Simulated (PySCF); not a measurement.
# SmH3(NH3): other functionals and bases at one geometry

Aim: see how levels, charges and forces of SmH3(NH3) depend on the level of theory. The structure is generated, not taken from experiment.

Method: several levels, as the steps say, no spin–orbit coupling; program: PySCF 2.14.0.

1 further run of the same task is left out (for a known fault of the program).

## 1. Starting geometry

8 atoms, charge 0, spin multiplicity 1.

Bond lengths: Sm1–H2 2.079 Å, Sm1–H3 2.079 Å, Sm1–H4 2.079 Å, Sm1–N5 2.560 Å, N5–H6 1.023 Å, N5–H7 1.023 Å, N5–H8 1.023 Å. Angles: H2–Sm1–H3 118.4°, H2–Sm1–H4 118.4°, H2–Sm1–N5 97.4°, H3–Sm1–H4 118.4°, H3–Sm1–N5 97.4°, H4–Sm1–N5 97.4°, Sm1–N5–H6 112.5°, Sm1–N5–H7 112.5°, Sm1–N5–H8 112.5°, H6–N5–H7 106.3°, H6–N5–H8 106.3°, H7–N5–H8 106.3°.

Coordinates:

| atom | x (Å) | y (Å) | z (Å) |
| --- | --- | --- | --- |
| Sm1 | 0.2456 | -0.2456 | 0.2456 |
| H2 | 1.2414 | 1.2844 | 1.2414 |
| H3 | -1.2844 | -1.2414 | 1.2414 |
| H4 | 1.2414 | -1.2414 | -1.2844 |
| N5 | -1.2324 | 1.2324 | -1.2324 |
| H6 | -1.8438 | 1.8438 | -0.6864 |
| H7 | -0.6864 | 1.8438 | -1.8438 |
| H8 | -1.8438 | 0.6864 | -1.8438 |

Formal oxidation states: Sm +3. Each metal's 5 4f electrons lie in its core potential, so multiplicities, spins and levels count the valence alone. An earlier session relaxed this geometry at PBE0, Sm lcecp-1-SVP with ECP51, H def2-SVP, N def2-SVP (singlet, point group C3v).

At PBE0 on the finer grid: E = -92.899948 Eh, HOMO -6.16 eV, LUMO -0.59 eV, Mulliken charge on Sm1 +0.62 e, largest force component 0.001 eV/Å. 

Levels to run: PBE; M06-L; PBE0, TZVP. Hardware: 2 threads of Intel Xeon at 2.50GHz (Skylake/Cascade Lake), shared host.

## 2. PBE

The input, run.py (the lines that set the calculation):

```python
mol = gto.M(atom='''
Sm     0.24557    -0.24557     0.24557
H      1.24138     1.28441     1.24138
H     -1.28441    -1.24138     1.24138
H      1.24138    -1.24138    -1.28441
N     -1.23238     1.23238    -1.23238
H     -1.84375     1.84375    -0.68642
H     -0.68642     1.84375    -1.84375
H     -1.84375     0.68642    -1.84375''',
    basis={'Sm': 'lcecp-1-SVP', 'H': 'def2-SVP', 'N': 'def2-SVP'},
    ecp={'Sm': 'lcecp-1-SVP'},
    charge=0, spin=0)
mf = dft.RKS(mol, xc='PBE')
mf.grids.atom_grid = (75, 302)  # f atoms: unpruned, at least (60, 302)
mf = mf.density_fit()  # fitting sets: Sm AutoAux, H def2-universal-JKFIT, N def2-universal-JKFIT
mf.conv_tol = 1e-08; mf.max_cycle = 55
mf.kernel(dm0)  # dm0: the density of the relaxed state
```

The run is started by

```
OMP_NUM_THREADS=2 python run.py
```

## 3. M06-L

Edit run.py (the lines that set the calculation) of step 2 so:

```diff
@@ -12,3 +12,3 @@
     charge=0, spin=0)
-mf = dft.RKS(mol, xc='PBE')
+mf = dft.RKS(mol, xc='M06L')
 mf.grids.atom_grid = (75, 302)  # f atoms: unpruned, at least (60, 302)
```

## 4. PBE0, TZVP

Basis: Sm lcecp-1-TZVP with ECP51, H def2-TZVP, N def2-TZVP. 

Edit run.py (the lines that set the calculation) of step 3 so:

```diff
@@ -9,6 +9,6 @@
 H     -1.84375     0.68642    -1.84375''',
-    basis={'Sm': 'lcecp-1-SVP', 'H': 'def2-SVP', 'N': 'def2-SVP'},
-    ecp={'Sm': 'lcecp-1-SVP'},
+    basis={'Sm': 'lcecp-1-TZVP', 'H': 'def2-TZVP', 'N': 'def2-TZVP'},
+    ecp={'Sm': 'lcecp-1-TZVP'},
     charge=0, spin=0)
-mf = dft.RKS(mol, xc='M06L')
+mf = dft.RKS(mol, xc='PBE0')
 mf.grids.atom_grid = (75, 302)  # f atoms: unpruned, at least (60, 302)
@@ -16,2 +16,2 @@
 mf.conv_tol = 1e-08; mf.max_cycle = 55
-mf.kernel(dm0)  # dm0: the density of the relaxed state
+mf.kernel(dm0)  # dm0: free metal ions and neutral atoms
```

**Question.** What will these runs give? Wanted: for each run, HOMO; gap; charge on Sm1; dipole; largest force.

As calculated:

| level | state | HOMO (eV) | gap (eV) | charge on Sm1 (e) | dipole (D) | largest force (eV/Å) | basis functions | time |
| --- | --- | --- | --- | --- | --- | --- | --- | --- |
| PBE0 (relaxed here) | singlet | -6.16 | 5.58 | 0.62 | 5.75 | 0.00 | 77 | 22 s |
| PBE | singlet | -4.98 | 3.50 | 0.43 | 5.70 | 0.24 | 77 | 12 s |
| M06-L | singlet | -5.29 | 4.36 | 0.88 | 5.60 | 0.10 | 77 | 16 s |
| PBE0, TZVP | singlet | -6.20 | 5.48 | 0.82 | 5.63 | 0.22 | 114 | 21 s |

Times are on 2 threads of Intel Xeon at 2.50GHz (Skylake/Cascade Lake), shared host; the first row also made further properties.

In one basis the HOMO–LUMO gap runs from 3.50 eV (PBE) to 5.58 eV (PBE0). The largest leftover force, 0.24 eV/Å with PBE, stands at a geometry relaxed at another level. The Mulliken charge on Sm spans +0.43 to +0.88 e over the levels. With 4f in the core, its levels are missing from HOMO and gap. Total energies of different levels can't be compared. Spin–orbit coupling is left out throughout.
